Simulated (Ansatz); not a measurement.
# HF + HO radical: a complex and its separated parts, part 2 of 2

Ansatz 0.2.0, Gaussian basis. Earlier steps stand in the parts before.

## Step 14: wB97X-V/def2-TZVPP

The inputs:

parta/in.yaml

```yaml
crystal:
  periodic: [false, false, false]
  atoms:
    - {symbol: H, position_ang: [-0.717613, 0.327339, -0.007457]}
    - {symbol: F, position_ang: [-1.296599, 1.030750, -0.135947]}
basis:
  gaussian: {orbitals: def2-TZVPP}
hamiltonian: {xc: {name: wB97X-V}}
```

partb/in.yaml

```yaml
crystal:
  periodic: [false, false, false]
  atoms:
    - {symbol: O, position_ang: [0.576730, -0.879776, 0.177867]}
    - {symbol: H, position_ang: [1.437382, -0.478311, -0.034463]}
basis:
  gaussian: {orbitals: def2-TZVPP}
magnetization: {spin_polarized: true, initial_magnetization: 1}
hamiltonian: {xc: {name: wB97X-V}}
```

The same command starts each run, in its folder.

Started as:

```bash
$ ansatz run in.yaml --threads 2 --pin off --events-out ev --progress --plain --max-ram 4352MiB
```

parta printed, shortened:

```text
Functional definition: wB97X-V
  name "wB97X-V"
  cite "Mardirossian & Head-Gordon, Phys. Chem. Chem. Phys. 16, 9904 (2014) doi:10.1039/C3CP54374A"
  cite "Becke, J. Chem. Phys. 107, 8554 (1997) doi:10.1063/1.475007"
  cite "Vydrov & Van Voorhis, J. Chem. Phys. 133, 244103 (2010) doi:10.1063/1.3521275"
[...]
      + integral(e_c_pw_opposite_spin*poly(b97_u_opposite, cos0, cos1)) + vv10(b, c)
215 factors; their error is unknown
48 factors; integrals over basis functions are off by at most 2.2e-5 eV
[...]
mean field -2733.49560726 eV, -100.4541107369 hartree, gradient 1.0e-5 eV, S^2 0.000000; 0 other end points of the search recorded, 0 dependent functions left out
reference -2733.49560667 eV, -100.4541107151 hartree; 5, 5 occupied and 40, 40 virtual orbitals, 215 factors
Total energy: -2733.49560667 eV, -100.4541107151 hartree
```

Output in partb, shortened:

```text
[... 5 set-up lines as earlier in the session ...]
[...]
      + integral(e_c_pw_opposite_spin*poly(b97_u_opposite, cos0, cos1)) + vv10(b, c)
210 factors; their error is unknown
48 factors; integrals over basis functions are off by at most 4.5e-5 eV
[...]
mean field -2060.95802303 eV, -75.7388103789 hartree, gradient 7.0e-6 eV, S^2 0.752275; 0 other end points of the search recorded, 0 dependent functions left out
reference -2060.95802240 eV, -75.7388103558 hartree; 5, 4 occupied and 40, 41 virtual orbitals, 210 factors
Total energy: -2060.95802240 eV, -75.7388103558 hartree
```

They took 0.4 s (parta), 0.65 s (partb) on 2 threads of Arm Neoverse V1, shared host.

## Step 15: wB97M-V/def2-TZVPP

Each input of step 14 (parta, partb) changes in the same lines:

```diff
-hamiltonian: {xc: {name: wB97X-V}}
+hamiltonian: {xc: {name: wB97M-V}}
```

The same command starts each run, in its folder.

Started as:

```bash
$ ansatz run in.yaml --threads 2 --pin off --events-out ev --progress --plain --max-ram 4352MiB
```

Output in parta, shortened:

```text
Functional definition: wB97M-V
  name "wB97M-V"
  cite "Mardirossian & Head-Gordon, J. Chem. Phys. 144, 214110 (2016) doi:10.1063/1.4952647"
[... 2 set-up lines as earlier in the session ...]
  # Of w^i u^j: cxij and so on, Table III.
[...]
  gx(w, u) = 1 - cx + cx01*u + cx10*w
[...]
      + integral(e_c_pw_mod_opposite_spin*gos(b97_w_opposite, b97_u_opposite)) + vv10(b, c)
215 factors; their error is unknown
48 factors; integrals over basis functions are off by at most 2.2e-5 eV
[...]
mean field -2733.67553291 eV, -100.4607228826 hartree, gradient 1.2e-5 eV, S^2 0.000000; 0 other end points of the search recorded, 0 dependent functions left out
reference -2733.67554758 eV, -100.4607234216 hartree; 5, 5 occupied and 40, 40 virtual orbitals, 215 factors
Total energy: -2733.67554758 eV, -100.4607234216 hartree
```

Output in partb, shortened:

```text
[... 5 set-up lines as earlier in the session ...]
  # Of w^i u^j: cxij and so on, Table III.
[...]
  gx(w, u) = 1 - cx + cx01*u + cx10*w
[...]
      + integral(e_c_pw_mod_opposite_spin*gos(b97_w_opposite, b97_u_opposite)) + vv10(b, c)
210 factors; their error is unknown
48 factors; integrals over basis functions are off by at most 4.5e-5 eV
[...]
mean field -2061.04067693 eV, -75.7418478536 hartree, gradient 2.5e-5 eV, S^2 0.752520; 0 other end points of the search recorded, 0 dependent functions left out
reference -2061.04069483 eV, -75.7418485115 hartree; 5, 4 occupied and 40, 41 virtual orbitals, 210 factors
Total energy: -2061.04069483 eV, -75.7418485115 hartree
```

They took 0.45 s (parta), 0.65 s (partb) on 2 threads of Arm Neoverse V1, shared host.

## Step 16: B2PLYP/def2-TZVPP

Each input of step 15 (parta, partb) changes in the same lines:

```diff
-hamiltonian: {xc: {name: wB97M-V}}
+hamiltonian: {xc: {name: B2PLYP}}
```

One command serves all of them, each in its own folder.

Started as:

```bash
$ ansatz run in.yaml --threads 2 --pin off --events-out ev --progress --plain --max-ram 4352MiB
```

Output in parta, shortened:

```text
Functional definition: B2PLYP
  name "B2PLYP"
  cite "Grimme, J. Chem. Phys. 124, 034108 (2006) doi:10.1063/1.2148954"
[... 2 set-up lines as earlier in the session ...]
[...]
287 factors; integrals over basis functions are off by at most 1.0e-3 eV
[...]
mean field -2730.72522464 eV, -100.3523010535 hartree, gradient 1.4e-6 eV, S^2 0.000000; 0 other end points of the search recorded, 0 dependent functions left out
1 core orbitals not correlated: weight in the atoms' cores, before any rotation towards them, 1.000 or more for the frozen orbitals, at most 0.000 for the correlated occupied ones
reference -2730.72528134 eV, -100.3523031373 hartree; 4, 4 occupied and 40, 40 virtual orbitals, 287 factors
second order -8.59408233 eV of doubles, -0.00000000 eV of singles
Total energy: -2733.04568357 eV, -100.4375763464 hartree
```

partb printed, shortened:

```text
[... 5 set-up lines as earlier in the session ...]
[...]
280 factors; integrals over basis functions are off by at most 7.9e-4 eV
[...]
mean field -2058.69218716 eV, -75.6555424464 hartree, gradient 1.5e-6 eV, S^2 0.753588; 0 other end points of the search recorded, 0 dependent functions left out
1 core orbitals not correlated: weight in the atoms' cores, before any rotation towards them, 1.000 or more for the frozen orbitals, at most 0.000 for the correlated occupied ones
reference -2058.69226323 eV, -75.6555452418 hartree; 4, 3 occupied and 40, 41 virtual orbitals, 280 factors
second order -6.39269576 eV of doubles, -0.00000000 eV of singles
Total energy: -2060.41829108 eV, -75.7189755956 hartree
```

They took 0.25 s (parta), 0.3 s (partb) on 2 threads of Arm Neoverse V1, shared host.

## Step 17: PBE-QIDH/def2-TZVPP

Each input of step 16 (parta, partb) changes in the same lines:

```diff
-hamiltonian: {xc: {name: B2PLYP}}
+hamiltonian: {xc: {name: PBE-QIDH}}
```

One command serves all of them, each in its own folder.

Started as:

```bash
$ ansatz run in.yaml --threads 2 --pin off --events-out ev --progress --plain --max-ram 4352MiB
```

Output in parta, shortened:

```text
Functional definition: PBE-QIDH
  name "PBE-QIDH"
  cite "Brémond, Sancho-García, Pérez-Jiménez & Adamo, J. Chem. Phys. 141, 031101 (2014) doi:10.1063/1.4890314"
[... 1 set-up line as earlier in the session ...]
[...]
287 factors; integrals over basis functions are off by at most 1.0e-3 eV
[...]
mean field -2728.92247428 eV, -100.2860511996 hartree, gradient 3.8e-6 eV, S^2 0.000000; 0 other end points of the search recorded, 0 dependent functions left out
1 core orbitals not correlated: weight in the atoms' cores, before any rotation towards them, 1.000 or more for the frozen orbitals, at most 0.000 for the correlated occupied ones
reference -2728.92247763 eV, -100.2860513229 hartree; 4, 4 occupied and 40, 40 virtual orbitals, 287 factors
second order -8.07157596 eV of doubles, -0.00000000 eV of singles
Total energy: -2731.61300295 eV, -100.3849263047 hartree
```

Log of partb, shortened:

```text
[... 4 set-up lines as earlier in the session ...]
[...]
280 factors; integrals over basis functions are off by at most 7.9e-4 eV
[...]
mean field -2057.26838347 eV, -75.6032186260 hartree, gradient 4.0e-6 eV, S^2 0.754244; 0 other end points of the search recorded, 0 dependent functions left out
1 core orbitals not correlated: weight in the atoms' cores, before any rotation towards them, 1.000 or more for the frozen orbitals, at most 0.000 for the correlated occupied ones
reference -2057.26838811 eV, -75.6032187964 hartree; 4, 3 occupied and 40, 41 virtual orbitals, 280 factors
second order -5.97605353 eV of doubles, -0.00000000 eV of singles
Total energy: -2059.26040595 eV, -75.6764241019 hartree
```

Times: 0.25 s (parta), 0.3 s (partb) on 2 threads of Arm Neoverse V1, shared host.

## Step 18: RPA on PBE/def2-TZVPP

The same edit goes into each in.yaml of step 17 (parta, partb):

```diff
-hamiltonian: {xc: {name: PBE-QIDH}}
+hamiltonian: {xc: pbe}
+correlation: {method: rpa}
```

Each run has its own folder and the same command.

Started as:

```bash
$ ansatz run in.yaml --threads 2 --pin off --events-out ev --progress --plain --max-ram 4352MiB
```

Log of parta, shortened:

```text
[... 4 set-up lines as earlier in the session ...]
[...]
287 factors; integrals over basis functions are off by at most 1.0e-3 eV
[...]
mean field -2731.84358867 eV, -100.3934001736 hartree, gradient 9.2e-7 eV, S^2 0.000000; 0 other end points of the search recorded, 0 dependent functions left out
1 core orbitals not correlated: weight in the atoms' cores, before any rotation towards them, 1.000 or more for the frozen orbitals, at most 0.000 for the correlated occupied ones
reference -2722.68120435 eV, -100.0566887604 hartree; 4, 4 occupied and 40, 40 virtual orbitals, 287 factors
Total energy: -2733.63266141 eV, -100.4591473839 hartree
```

Log of partb, shortened:

```text
[... 4 set-up lines as earlier in the session ...]
[...]
280 factors; integrals over basis functions are off by at most 7.9e-4 eV
[...]
mean field -2059.44763066 eV, -75.6833044832 hartree, gradient 1.7e-6 eV, S^2 0.752028; 4 other end points of the search recorded, 0 dependent functions left out
1 core orbitals not correlated: weight in the atoms' cores, before any rotation towards them, 1.000 or more for the frozen orbitals, at most 0.000 for the correlated occupied ones
reference -2052.16822532 eV, -75.4157912709 hartree; 4, 3 occupied and 40, 41 virtual orbitals, 280 factors
Total energy: -2061.31043936 eV, -75.7517614402 hartree
```

Times: 0.25 s (parta), 0.4 s (partb) on 2 threads of Arm Neoverse V1, shared host.

## Step 19: CCSD(T)/def2-TZVPP

parta/in.yaml: that of step 18 with these lines changed.

```diff
@@ -7,3 +7,2 @@
   gaussian: {orbitals: def2-TZVPP}
-hamiltonian: {xc: pbe}
-correlation: {method: rpa}
+correlation: {method: ccsd_t}
```

partb/in.yaml: that of step 18 with these lines changed.

```diff
@@ -8,3 +8,3 @@
 magnetization: {spin_polarized: true, initial_magnetization: 1}
-hamiltonian: {xc: pbe}
-correlation: {method: rpa}
+correlation: {method: ccsd_t}
+scf: {omitted_lower_state_checks: [cluster_reference]}
```

The same command starts each run, in its folder.

Started as:

```bash
$ ansatz run in.yaml --threads 2 --pin off --events-out ev --progress --plain --max-ram 4352MiB
```

parta printed, shortened:

```text
Functional definition: HF
  name "HF"
  cite "Fock, Z. Phys. 61, 126 (1930) doi:10.1007/BF01340294"
[... 1 set-up line as earlier in the session ...]
[...]
287 factors; integrals over basis functions are off by at most 1.0e-3 eV
[...]
mean field -2722.91267257 eV, -100.0651950603 hartree, gradient 4.5e-6 eV, S^2 0.000000; 0 other end points of the search recorded, 0 dependent functions left out
1 core orbitals not correlated: weight in the atoms' cores, before any rotation towards them, 1.000 or more for the frozen orbitals, at most 0.000 for the correlated occupied ones
reference -2722.91267257 eV, -100.0651950603 hartree; 4, 4 occupied and 40, 40 virtual orbitals, 287 factors
second order -7.36488953 eV of doubles, -0.00000000 eV of singles
cycle   1  -7.29623925 eV  change    6.9e-2 eV  update   3.9e-2
[...]
cycle   8  -7.43092553 eV  change    3.4e-7 eV  update   3.3e-6
perturbative correction -0.17034135 eV, -0.0062599291 hartree
Total energy: -2730.51393944 eV, -100.3445364657 hartree
```

partb printed, shortened:

```text
[... 4 set-up lines as earlier in the session ...]
[...]
280 factors; integrals over basis functions are off by at most 7.9e-4 eV
[...]
mean field -2052.38338896 eV, -75.4236983890 hartree, gradient 2.4e-6 eV, S^2 0.756444; 2 other end points of the search recorded, 0 dependent functions left out
[...]
reference -2052.38338896 eV, -75.4236983890 hartree; 4, 3 occupied and 40, 41 virtual orbitals, 280 factors
second order -5.40701569 eV of doubles, -0.00000000 eV of singles
cycle   1  -5.66063440 eV  change   -2.5e-1 eV  update   3.4e-2
[...]
cycle  10  -5.78931304 eV  change   -2.7e-6 eV  update   2.6e-6
perturbative correction -0.13750733 eV, -0.0050533013 hartree
Total energy: -2058.31020934 eV, -75.6415050203 hartree
Checks for a lower state left out: cluster_reference
```

Wall times: 0.25 s (parta), 0.5 s (partb) on 2 threads of Arm Neoverse V1, shared host.

## Step 20: CCSD(T)/def2-QZVPP

Each input of step 19 (parta, partb) changes in the same lines:

```diff
-  gaussian: {orbitals: def2-TZVPP}
+  gaussian: {orbitals: "def2-QZVPP.json"}
```

The basis file named in the input lies beside it (Basis Set Exchange, JSON).

Each run has its own folder and the same command.

Started as:

```bash
$ ansatz run in.yaml --threads 2 --pin off --events-out ev --progress --plain --max-ram 4352MiB
```

Output in parta, shortened:

```text
[... 4 set-up lines as earlier in the session ...]
[...]
544 factors; integrals over basis functions are off by at most 1.4e-3 eV
[...]
mean field -2723.04438443 eV, -100.0700353819 hartree, gradient 2.5e-7 eV, S^2 0.000000; 0 other end points of the search recorded, 0 dependent functions left out
1 core orbitals not correlated: weight in the atoms' cores, before any rotation towards them, 1.000 or more for the frozen orbitals, at most 0.000 for the correlated occupied ones
reference -2723.04438443 eV, -100.0700353819 hartree; 4, 4 occupied and 82, 82 virtual orbitals, 544 factors
second order -8.07862702 eV of doubles, -0.00000000 eV of singles
cycle   1  -7.93257655 eV  change    1.5e-1 eV  update   4.2e-2
[...]
cycle   8  -8.07794538 eV  change   -6.2e-7 eV  update   1.7e-6
perturbative correction -0.21533081 eV, -0.0079132614 hartree
Total energy: -2731.33766062 eV, -100.3748076607 hartree
```

partb printed, shortened:

```text
[... 4 set-up lines as earlier in the session ...]
[...]
541 factors; integrals over basis functions are off by at most 2.6e-3 eV
[...]
mean field -2052.48244578 eV, -75.4273386597 hartree, gradient 1.8e-6 eV, S^2 0.756947; 2 other end points of the search recorded, 0 dependent functions left out
[...]
reference -2052.48244578 eV, -75.4273386597 hartree; 4, 3 occupied and 82, 83 virtual orbitals, 541 factors
second order -5.90827278 eV of doubles, -0.00000000 eV of singles
cycle   1  -6.09941154 eV  change   -1.9e-1 eV  update   3.5e-2
[...]
cycle  10  -6.23214827 eV  change   -2.4e-6 eV  update   3.2e-6
perturbative correction -0.16962838 eV, -0.0062337278 hartree
Total energy: -2058.88422242 eV, -75.6625996122 hartree
Checks for a lower state left out: cluster_reference
```

Wall times: 0.85 s (parta), 2.2 s (partb) on 2 threads of Arm Neoverse V1, shared host; peak memory 0.35 GiB.

## Step 21: Vibrations of HF

The input, vib-parta/in.yaml:

```yaml
crystal:
  periodic: [false, false, false]
  atoms:
    - {symbol: H, position_ang: [-0.717613, 0.327339, -0.007457]}
    - {symbol: F, position_ang: [-1.296599, 1.030750, -0.135947]}
basis:
  gaussian: {orbitals: def2-TZVP}
hamiltonian: {xc: pbe0, dispersion: d4}
phonons: {temperatures: {t_min: 298.15, t_max: 900, t_step: 200}}
```

Started as:

```bash
$ ansatz run in.yaml --threads 2 --pin off --events-out ev --progress --plain --max-ram 4352MiB
```

Log, shortened:

```text
[... 5 set-up lines as earlier in the session ...]
[...]
200 factors; their error is unknown
[...]
mean field -2731.80169996 eV, -100.3918607918 hartree, gradient 6.9e-6 eV, S^2 0.000000; 0 other end points of the search recorded, 0 dependent functions left out
[...]
reference -2731.80152028 eV, -100.3918541888 hartree; 5, 5 occupied and 32, 32 virtual orbitals, 200 factors
Total energy: -2731.80322169 eV, -100.3919167145 hartree
Atom 0 at    -0.717613     0.327339    -0.007457 Å, force    -0.000489     0.000594    -0.000109 eV/Å
Atom 1 at    -1.296599     1.030750    -0.135947 Å, force     0.000489    -0.000594     0.000109 eV/Å
Dipole moment:     0.252236    -0.306443     0.055977 e Å
Vibrations: 4152.68 cm⁻¹, zero-point energy 0.257433 eV
```

It took 1.2 s on 2 threads of Arm Neoverse V1, shared host.

Wavenumbers and character of the modes:

```csv
mode,wavenumber (cm⁻¹),character
1,4153,F–H stretch
```

Vibrational sums (real modes only):

```csv
T (K),entropy (J/mol/K),heat capacity (J/mol/K)
298,0.0,0.0
498,0.0,0.0
698,0.0,0.1
898,0.1,0.5
```

## Step 22: Vibrations of HO radical

The input, vib-partb/in.yaml:

```yaml
crystal:
  periodic: [false, false, false]
  atoms:
    - {symbol: O, position_ang: [0.576730, -0.879776, 0.177867]}
    - {symbol: H, position_ang: [1.437382, -0.478311, -0.034463]}
basis:
  gaussian: {orbitals: def2-TZVP}
magnetization: {spin_polarized: true, initial_magnetization: 1}
hamiltonian: {xc: pbe0, dispersion: d4}
phonons: {temperatures: {t_min: 298.15, t_max: 900, t_step: 200}}
```

Started as:

```bash
$ ansatz run in.yaml --threads 2 --pin off --events-out ev --progress --plain --max-ram 4352MiB
```

Log, shortened:

```text
[... 5 set-up lines as earlier in the session ...]
[...]
195 factors; their error is unknown
[...]
mean field -2059.50870478 eV, -75.6855489156 hartree, gradient 3.6e-5 eV, S^2 0.752600; 0 other end points of the search recorded, 0 dependent functions left out
[...]
reference -2059.50856450 eV, -75.6855437603 hartree; 5, 4 occupied and 32, 33 virtual orbitals, 195 factors
Total energy: -2059.51029540 eV, -75.6856073697 hartree
Atom 0 at     0.576730    -0.879776     0.177867 Å, force    -0.000129    -0.000060     0.000032 eV/Å
Atom 1 at     1.437382    -0.478311    -0.034463 Å, force     0.000129     0.000060    -0.000032 eV/Å
Dipole moment:     0.325652     0.151906    -0.080341 e Å
Vibrations: 3748.56 cm⁻¹, zero-point energy 0.232381 eV
```

Run time: 1.8 s. Hardware: 2 threads of Arm Neoverse V1, shared host.

The modes, with what each moves most:

```csv
mode,wavenumber (cm⁻¹),character
1,3749,O–H stretch
```

Vibrational sums (real modes only):

```csv
T (K),entropy (J/mol/K),heat capacity (J/mol/K)
298,0.0,0.0
498,0.0,0.0
698,0.0,0.2
898,0.1,0.7
```

## Step 23: Complex less separated parts

The complex's own energies come from single points at the same levels.

Rows are in def2-TZVPP; times add the 3 runs of a level on a shared host, so small differences are noise.

Differences are taken before rounding.

```csv
method,rung,complex less parts (kJ/mol),from CCSD(T) (kJ/mol),time
SPW92,LDA,-47.4,-22.5,1.5 s
PBE-D4,GGA,-32.6,-7.8,2.5 s
BLYP-D4,GGA,-30.2,-5.4,2.8 s
r2SCAN-D4,meta-GGA,-29.5,-4.7,4.1 s
B97M-V,meta-GGA,-27.9,-3.1,6.7 s
PBE0-D4,hybrid,-29.2,-4.3,2.1 s
B3LYP-D4,hybrid,-28.6,-3.8,2.4 s
r2SCAN0-D4,hybrid,-28.5,-3.6,4.3 s
BHLYP-D4,hybrid,-28.0,-3.2,2.2 s
CAM-B3LYP-D4,range-separated hybrid,-30.7,-5.9,2.5 s
wB97X-V,range-separated hybrid,-27.4,-2.5,7.1 s
wB97M-V,range-separated hybrid,-27.3,-2.4,7.1 s
B2PLYP,double hybrid,-26.6,-1.8,2.9 s
PBE-QIDH,double hybrid,-26.7,-1.9,2.6 s
RPA on PBE,RPA,-13.9,+11.0,4.1 s
Hartree-Fock,wavefunction,-17.8,+7.0,
MP2,wavefunction,-25.0,-0.2,
CCSD,wavefunction,-23.5,+1.3,
CCSD(T),wavefunction,-24.9,0,7.8 s
```

Among the levels timed on like hardware and quicker than the yardstick, those that no quicker one beats, quickest first: SPW92 (1.5 s, -22.5 kJ/mol); PBE0-D4 (2.1 s, -4.3 kJ/mol); BHLYP-D4 (2.2 s, -3.2 kJ/mol); PBE-QIDH (2.6 s, -1.9 kJ/mol); B2PLYP (2.9 s, -1.8 kJ/mol).

B2PLYP reaches 1.8 kJ/mol from the reference in 2.9 s, where CCSD(T) took 7.8 s; the quickest level in the cost chart, SPW92, takes 1.5 s and misses by 22.5 kJ/mol.

The complex's zero-point energy, from a separate PBE0-D4 run, is 0.568 eV.

## Step 24: Results

This closing draws on all 2 parts.

| quantity | value |
| --- | --- |
| complex less parts, CCSD(T)/def2-TZVPP | -24.9 kJ/mol |
| with zero-point energy | -17.3 kJ/mol |
| largest T1 diagnostic | 0.009 |

At CCSD(T) the complex lies 24.9 kJ/mol below its parts. Among the functionals B2PLYP lands nearest to CCSD(T) (-1.8 kJ/mol) and SPW92 farthest (-22.5 kJ/mol). By rung, the mean size of the error is: LDA 22.5, GGA 6.6, meta-GGA 3.9, hybrid 3.7, range-separated hybrid 3.6, double hybrid 1.8 kJ/mol. PBE-D4 gives a relative energy 7.8 kJ/mol too low, outside chemical accuracy (1 kcal/mol, 4.2 kJ/mol). No counterpoise was applied, and triple zeta lacks some correlation, so the CCSD(T) reference has a basis error of its own, and close matches with it are partly luck.
